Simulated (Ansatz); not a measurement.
# Si: a tetragonal deformation path

The task here is to estimate one member of a computed series from the others.

Method: DFT r2SCAN, scalar-relativistic, plane waves, PAW, in Ansatz 0.2.0.

### The starting structure

The structure is cubic, space group Fd-3m (No. 227). The conventional cell has a = 5.431 Å, b = 5.431 Å, c = 5.431 Å, α = 90.00°, β = 90.00°, γ = 90.00°. Around Si (site symmetry -43m) lie 4 Si at 2.35 Å.

As a file:

```
CELL_PARAMETERS angstrom
0.00000 2.71547 2.71547
2.71547 0.00000 2.71547
2.71547 2.71547 0.00000
ATOMIC_POSITIONS crystal
Si 0.50000 0.50000 0.50000
Si 0.75000 0.75000 0.75000
```

No relaxation comes first: the listed cell is the starting point.

### The reference cell

The reference gives a free energy of -1278.1322 eV, pressure 0.72 GPa, largest force 0.000 eV/Å and gap on the mesh 0.77 eV. It was computed beforehand with the settings of the runs below.

The first run:

At fixed volume and fractional coordinates, lengths along (0.000, 0.000, 1.000) are scaled against those across it; ρ is that ratio over its starting value.

Input file input.yaml:

```yaml
crystal:
  lattice:
    - [0.0, 3.048165462, 2.1550529816]
    - [3.048165462, 0.0, 2.1550529816]
    - [3.048165462, 3.048165462, 0.0]
  atoms:
    - { symbol: Si, position: [0.5, 0.5, 0.5] }
    - { symbol: Si, position: [0.75, 0.75, 0.75] }
basis:
  ecutwfc: 500
kpoints:
  mp_grid: { grid: [10, 10, 10] }
hamiltonian:
  xc: r2scan
scf:
  occupations: { method: gaussian, width: 0.05 }
output:
  forces: true
  stress: true
  eigenvalues: true
```

Command:

```sh
$ ansatz run input.yaml --threads 1 --pin off --max-ram 2560MiB --backend cpu --events-out ev --progress --plain --runs-dir out
```

Steps of the session up to this table: Point ρ = 0.707; Point ρ = 1.414; At ρ = 0.850; Point ρ = 1.200; ρ = 0.780; At ρ = 1.300; At ρ = 0.920; ρ = 1.100; Point ρ = 0.650; ρ = 1.500; Point ρ = 0.960; Point ρ = 1.050.

One table of the session follows, with a row left open; its other results are not shown here.

```
    ρ  ΔE (meV/atom)  pressure (GPa)  gap on the mesh (eV)
0.650          427.3            -5.8                  0.00
0.707          314.2            -3.9                  0.00
0.780          189.4            -1.8                  0.00
0.850           94.5            -0.3                  0.00
0.920           27.9             0.5                  0.00
0.960            7.1             0.7                  0.31
1.000            0.0             0.7                  0.77
1.050           11.1             0.7                  0.49
1.100              ?               ?                     ?
1.200          174.8            -0.2                  0.00
1.300          370.9            -1.2                  0.00
1.414          604.3            -2.6                  0.00
1.500          745.0            -4.3                  0.00
```

Q: Estimate the row for ρ = 1.100 from the others.

Worked estimate for «ΔE (meV/atom)». A straight line through the neighbours (1.050, 11.1) and (1.200, 174.8) gives 11.1 + (174.8 − 11.1) × (1.100 − 1.050) / (1.200 − 1.050) = 65.7; a parabola fitted to 4 rows on both sides gives 48.5.

**Answer.** ΔE (meV/atom): 44.4; pressure (GPa): 0.5; gap on the mesh (eV): 0.21. In «ΔE (meV/atom)» the line misses by +21.3 and the parabola by +4.1.

Where the gap reads zero, the mesh chosen for the insulator is on the coarse side.
